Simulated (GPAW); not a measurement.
This GPAW 26.7.0 run on Ca needs a look.

run.py

```python
from ase import Atoms
from ase.calculators.mixing import SumCalculator
from ase.filters import FrechetCellFilter
from ase.io import write
from ase.optimize import BFGS
from ase.units import Bohr, GPa
from dftd4.ase import DFTD4
from gpaw import GPAW, PW
from gpaw.elf import elf_from_dft_calculation

atoms = Atoms(['Ca'],
              cell=[[-2.10646635, 2.13498227, 2.38707903],
                    [2.12642314, -2.1785824, 2.44166213],
                    [2.05803708, 2.13027397, -2.42455247]],
              scaled_positions=[[0.5, 0.5, 0.0]],
              pbc=True)

calc = GPAW(mode=PW(600),
            xc='PBE96',
            kpts={'size': (4, 4, 5), 'gamma': True},
            occupations={'name': 'fermi-dirac', 'width': 0.05},
            nbands=12,
            convergence={'density': 1e-05, 'energy': 1e-05},
            maxiter=60,
            txt='gpaw.txt')
atoms.calc = SumCalculator([calc, DFTD4(method='rpbe')])
opt = BFGS(FrechetCellFilter(atoms, scalar_pressure=10 * GPa), trajectory='relax.traj', logfile='-')
done = opt.run(fmax=0.01, steps=30)
calc.write('gs.gpw')
write('result.traj', atoms)
print('Converged:', done)
print('Cell:', atoms.cell.cellpar().round(4))
print('Volume:', round(atoms.get_volume(), 4))
print(atoms.get_scaled_positions().round(5))

# fields on the real-space grid
write('density.cube', atoms, data=calc.get_pseudo_density() * Bohr**3)
write('potential.cube', atoms, data=calc.get_electrostatic_potential())
write('elf.cube', atoms, data=elf_from_dft_calculation(calc).data)
```

Potentials or basis: the program's PAW data sets (release 1.2.1) made for this functional, pw.

The run is started by

```bash
$ OMP_NUM_THREADS=1 python run.py
```

gpaw.txt:

```text
__  _  _
 | _ |_)|_||  |
 |__||  | ||/\| - 26.7.0

Input parameters:
  mode=PW(ecut=600.0),
  convergence={'density': 1e-05, 'energy': 1e-05},
  kpts=MonkhorstPack(size=(4, 4, 5), gamma=True),
  maxiter=60,
  nbands=12,
  occupations=Occupations(name='fermi-dirac', width=0.05),
  xc=XC(name='PBE96')
```

On the terminal:

```text
Traceback (most recent call last):
[... 32 lines left out ...]
  File "xc/libxc.py", line 41, in __init__
  File "xc/libxc.py", line 64, in initialize
NameError: Unknown functional: PBE96.
```

Question: How did it end, and where is the flaw?

Answer: The input was rejected before any iteration. The input holds a flaw that was put in on purpose: functional name that the code doesn't know (xc = PBE96).
